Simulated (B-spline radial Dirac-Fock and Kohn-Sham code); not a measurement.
# An X-ray data sheet for Fe, step by step

Wanted for atomic iron: its X-ray form factor and Compton profile, the binding energy of each subshell and how cheaper methods do for the levels.

Method: a free atom or ion on a radial basis; each step names its model; computed with B-spline radial Dirac-Fock and Kohn-Sham code, version 2.

## 1. The system

Neutral iron, [Ar] 3d6 4s1 4p1 (an excited configuration).

```
nuclear charge     : 26
electrons          : 26
mass number        : 56
nuclear rms radius : 3.7377 fm
```

Outer shells as boxes (Hund's rule, for the drawing alone; heavy ions are jj-coupled, and the calculation averages over the configuration):

```
[Ar] core
3d [↑↓][↑ ][↑ ][↑ ][↑ ]
4s [↑ ]
4p [↑ ][  ][  ]
```

## 2. X-ray scattering functions

Model: Dirac-Fock average of configuration, finite nucleus; form factor of the spherical density, Waller-Hartree incoherent function, impulse-approximation Compton profiles.

Recorded inputs:

```ini
task = scatter
Z = 26
charge = 0
configuration = 1s2 2s2 2p6 3s2 3p6 3d6 4s1 4p1
mass_number = 56
rms_radius = 3.7377  # fm
s = [0.0, 0.08, 0.1, 0.12, 0.15, 0.19, 0.23, 0.29, 0.35, 0.44, 0.54, 0.67, 0.83, 1.03, 1.27, 1.58, 1.95, 2.41, 2.99, 3.7, 4.58, 5.66, 7.01]  # 1/A
pz = [0, 0.1, 0.2, 0.3, 0.4, 0.5, 0.6, 0.8, 1.0, 1.2, 1.4, 1.6, 1.8, 2.0, 2.5, 3.0, 4.0, 5.0, 7.0, 10.0, 15.0, 20.0, 30.0, 40.0, 60.0, 100.0]  # a.u.
photon_energy = [1000, 2000, 8047.8, 10000, 17479.3, 30000, 200000, 1000000]  # eV
```

The program writes no log. Results of the run, from its result record (rounded, main fields):

```text
{
  "status": "converged",
  "form_factor [e]": [26.0, 24.201, 23.494, 22.785, 21.74, 20.379, 19.042, 17.091, 15.254, 12.839, 10.729, 8.8335, 7.4363, 6.4196, 5.5264, 4.4539, 3.3255, 2.3365, 1.6654, 1.3027, 1.0792, 0.87247, 0.64837],
  "incoherent": [-2.4183e-12, 2.2186, 2.8886, 3.5163, 4.4084, 5.5532, 6.6679, 8.2596, 9.7178, 11.648, 13.474, 15.398, 17.156, 18.696, 20.042, 21.378, 22.545, 23.489, 24.188, 24.704, 25.135, 25.488, 25.743],
  "compton_total [1/a.u.]": [6.5462, 6.4224, 6.0337, 5.4526, 4.8649, 4.4028, 4.0863, 3.7249, 3.4784, 3.2229, 2.9418, 2.6495, 2.3627, 2.0941, 1.5402, 1.1571, 0.73658, 0.53175, 0.31399, 0.1525, 0.055821, 0.025047, 0.006593, 0.0021027, 0.00032656, 2.4486e-05],
  "shells": ["1s1/2", "2s1/2", "2p1/2", "2p3/2", "3s1/2", "3p1/2", "3p3/2", "3d3/2", "3d5/2", "4s1/2", "4p1/2", "4p3/2"],
  "occupation": [2.0, 2.0, 2.0, 4.0, 2.0, 2.0, 4.0, 2.4, 3.6, 1.0, 0.33333, 0.66667],
  "mean_momentum [a.u.]": [22.09, 7.3146, 9.8468, 9.7211, 2.9361, 3.3959, 3.3594, 3.3088, 3.2938, 0.66802, 0.58233, 0.57737],
  "r2 [bohr^2]": 50.146,
  "r_inverse [1/bohr]": 117.07,
  "r1 [bohr]": 22.806,
  "coherent [b]": [416.53, 360.77, 141.81, 111.23, 57.138, 26.395, 0.95802, 0.040646],
  "incoherent_cross_section [b]": [0.85269, 1.9871, 6.9783, 8.0149, 10.38, 12.01, 10.333, 5.4801],
  "radial_jk": {
    "3d": {"j0": [1.0, 0.93187, 0.89658, 0.8561, 0.78833, 0.6909, 0.59258, 0.45514, 0.33803, 0.20468, 0.10777, 0.037657, 0.00053825, -0.012019, -0.011183, -0.0063255, -0.0026107, -0.00077267, -0.00013717, 5.175e-06, 1.715e-05, 8.7485e-06, 3.0295e-06], "j2": [0.0, 0.026629, 0.03991, 0.054694, 0.078297, 0.10946, 0.13714, 0.16806, 0.18509, 0.18885, 0.17354, 0.14112, 0.10046, 0.061051, 0.031657, 0.012855, 0.0041585, 0.00090668, 3.8032e-05, -7.5768e-05, -4.6888e-05, -1.8581e-05, -5.7363e-06], "j4": [0.0, 0.00045383, 0.0010485, 0.0020365, 0.0044307, 0.0095244, 0.016683, 0.030158, 0.044832, 0.064765, 0.080237, 0.088905, 0.086491, 0.073416, 0.054549, 0.034327, 0.018842, 0.0088566, 0.0035497, 0.0012632, 0.00039939, 0.00011445, 2.9425e-05], "r2": 1.524, "r4": 5.9301, "r6": 48.326},
    "4p": {"j0": [1.0, 0.34598, 0.1872, 0.079951, -0.0031027, -0.031263, -0.024692, -0.0066153, 0.004079, 0.0081865, 0.0061851, 0.0025287, 0.00011438, -0.00041805, 0.00010522, 0.00064359, 0.00069232, 0.00043111, 0.00015874, 1.7003e-05, -2.3635e-05, -2.1942e-05, -1.2214e-05], "j2": [0.0, 0.20341, 0.21922, 0.20843, 0.1649, 0.099074, 0.050269, 0.01204, -0.0010921, -0.003153, -8.7443e-05, 0.0026373, 0.003093, 0.0019453, 0.00063218, -5.045e-05, -4.5292e-05, 0.00017476, 0.00028795, 0.00025161, 0.00015998, 8.277e-05, 3.6409e-05], "r2": 22.958, "r4": 945.07, "r6": 62824.0}
  }
}
```

Form factor and incoherent function, every second point:

| s (1/Å) | f (e) | f / N | S(s) |
| --- | --- | --- | --- |
| 0 | 26.00 | 1.000 | 0 |
| 0.100 | 23.49 | 0.904 | 2.889 |
| 0.150 | 21.74 | 0.836 | 4.408 |
| 0.230 | 19.04 | 0.732 | 6.668 |
| 0.350 | 15.25 | 0.587 | 9.718 |
| 0.540 | 10.73 | 0.413 | 13.47 |
| 0.830 | 7.436 | 0.286 | 17.16 |
| 1.27 | 5.526 | 0.213 | 20.04 |
| 1.95 | 3.326 | 0.128 | 22.55 |
| 2.99 | 1.665 | 0.064 | 24.19 |
| 4.58 | 1.079 | 0.042 | 25.13 |
| 7.01 | 0.6484 | 0.025 | 25.74 |

## 3. Binding energies

Model: Dirac-Fock average of configuration, Delta-SCF, finite nucleus, first-order Breit with its frequency dependence, self-energy and vacuum polarisation.

The run's settings:

```ini
task = binding
```

The program writes no log. Results of the run, from its result record (rounded, main fields):

```text
{
  "status": "converged",
  "shells": ["K", "L1", "L2", "L3", "M1", "M2", "M3", "M4,5", "N1", "N2,3"],
  "total_energy_parts [Ha]": [-1271.28946, 0.512899749, -0.0451778986, -0.00122066681, 0.340628867, -0.0286286642],
  "koopmans [eV]": [7180.91, 885.357, 759.496, 746.804, 117.841, 78.3707, 76.7223, 17.9163, 9.1171, 4.18312],
  "dirac_coulomb [eV]": [7137.03, 864.39, 736.935, 724.462, "-", 72.3907, 70.8518, 13.3045, 8.66558, 4.09054],
  "gaunt [eV]": [-8.25905, -0.512714, -0.976426, -0.661843, "-", -0.0944384, -0.0535197, 0.0137427, -0.00252079, -0.00158019],
  "retardation [eV]": [0.487917, 0.0100229, 0.0994462, 0.0995364, "-", 0.0106282, 0.0105973, -0.00195694, -9.29824e-06, 0.000319359],
  "breit_frequency [eV]": [0.0140402, -0.00213844, -0.000499516, 0.00621298, "-", -0.000145352, 0.000740066, -9.69751e-05, -1.99803e-05, 1.66518e-05],
  "self_energy [eV]": [-3.9315, -0.389201, 0.0525491, 0.022584, "-", 0.00714389, 0.00337647, 0.0036947, -0.00347748, 0.000536395],
  "vacuum_polarisation [eV]": [0.336051, 0.0311602, -0.00301112, -0.00313623, "-", -0.000441964, -0.000459652, -0.000262755, 0.000271954, -4.49138e-05],
  "binding [eV]": [7125.68, 863.527, 736.107, 723.925, "-", 72.3135, 70.8126, 13.3196, 8.65983, 4.08978],
  "mean_radius [bohr]": [0.0584172, 0.265179, 0.232895, 0.235852, 0.810753, 0.854778, 0.863527, 1.08591, 3.04387, 4.42988]
}
```

total_energy_parts: Dirac-Coulomb, Gaunt, retardation, frequency dependence, self-energy, vacuum polarisation. Blank entries are hole states that did not converge, or in which two open shells of one symmetry are about equally filled, where the average of configuration falls too low.

The binding energies by parts, in eV; the parts add up.

| level | -ε | relaxation | Breit | QED | binding |
| --- | --- | --- | --- | --- | --- |
| 1s | 7180.9 | -43.88 | -7.76 | -3.60 | 7125.7 |
| 2s | 885.4 | -20.97 | -0.50 | -0.36 | 863.5 |
| 2p1/2 | 759.5 | -22.56 | -0.88 | 0.05 | 736.1 |
| 2p3/2 | 746.8 | -22.34 | -0.56 | 0.02 | 723.9 |
| 3p1/2 | 78.37 | -5.98 | -0.08 | 0.01 | 72.31 |
| 3p3/2 | 76.72 | -5.87 | -0.04 | 0.00 | 70.81 |
| 3d | 17.92 | -4.61 | 0.01 | 0.00 | 13.32 |
| 4s | 9.12 | -0.45 | 0.00 | 0.00 | 8.66 |
| 4p | 4.18 | -0.09 | 0.00 | 0.00 | 4.09 |

X-ray lines as differences of these levels:

```csv
line,energy (eV)
Kβ1 (K-M3),7054.9
Kβ3 (K-M2),7053.4
Kα1 (K-L3),6401.8
Kα2 (K-L2),6389.6
Lβ3 (L1-M3),792.7
Lβ4 (L1-M2),791.2
Lγ5 (L2-N1),727.4
Lβ6 (L3-N1),715.3
```

## 4. The levels by Dirac LDA

Model: Dirac-Kohn-Sham LDA (Slater exchange, VWN correlation), finite nucleus, spherical and without spin polarisation.

Settings, as recorded:

```ini
task = binding-ladder
method = lda,vwn
relativity = dirac
```

The program writes no log. Results of the run, from its result record (rounded, main fields):

```text
{
  "status": "converged",
  "shells": ["K", "L1", "L2", "L3", "M1", "M2", "M3", "M4,5", "N1", "N2,3"],
  "minus_eigenvalue [eV]": [6983.44, 819.301, 707.752, 695.302, 95.226, 62.692, 61.1396, 9.42815, 6.55846, 2.24887],
  "delta_scf [eV]": [7137.06, 842.316, 735.847, 722.913, 102.966, 70.2304, 68.6326, 15.9844, 9.93024, 4.79738],
  "total_energy [Ha]": -1270.06728,
  "dirac_fock_binding [eV]": [7125.68, 863.527, 736.107, 723.925, "-", 72.3135, 70.8126, 13.3196, 8.65983, 4.08978]
}
```

Against the Dirac-Fock value with Breit and QED (eV):

```csv
level,-ε,miss,ΔSCF,miss,Dirac-Fock
K,6983.4,-142.2,7137.1,+11.4,7125.7
L1,819.3,-44.2,842.3,-21.2,863.5
L2,707.8,-28.4,735.8,-0.3,736.1
L3,695.3,-28.6,722.9,-1.0,723.9
M2,62.69,-9.6,70.23,-2.1,72.31
M3,61.14,-9.7,68.63,-2.2,70.81
"M4,5",9.43,-3.9,15.98,+2.7,13.32
N1,6.56,-2.1,9.93,+1.3,8.66
"N2,3",2.25,-1.8,4.80,+0.7,4.09
```

## 5. Cost and miss of the cheaper method

| method | level | eigenvalue miss (%) | ΔSCF miss (%) | time |
| --- | --- | --- | --- | --- |
| Dirac LDA | K | -2.00 | +0.16 | 5.7 s |
| Dirac-Fock + Breit + QED | all | - | reference | 8 s |

Times cover the ground state and all hole states of a step, on one thread of a shared host; states solved in an earlier step are reused, and a first call can include compiling.

## 6. Summary of results

| quantity | value |
| --- | --- |
| rms radius of the electron cloud | 1.39 bohr |
| form factor halves at | 0.43 1/Å |
| Compton profile at zero | 6.546 1/a.u. |
| deepest level listed, K (1s) | 7125.7 eV |
| least bound, N2,3 (4p) | 4.09 eV |
| Kα1 | 6401.8 eV |
| Dirac LDA, K: eigenvalue / ΔSCF | 6983.4 / 7137.1 eV |

**Reading.** The form factor starts at the 26 electrons and halves by s = 0.43 1/Å. Incoherent scattering outweighs coherent from 200 keV on, among the energies asked. For K (1s), relaxation takes off 43.9 eV, Breit terms shift it by -7.76 and QED by -3.60 eV. Dirac LDA misses the K level by -2.0 % with its eigenvalue and by +0.2 % with ΔSCF, so total-energy differences mend most of the error. The Hartree-Fock and Dirac-Fock values hold no electron correlation.
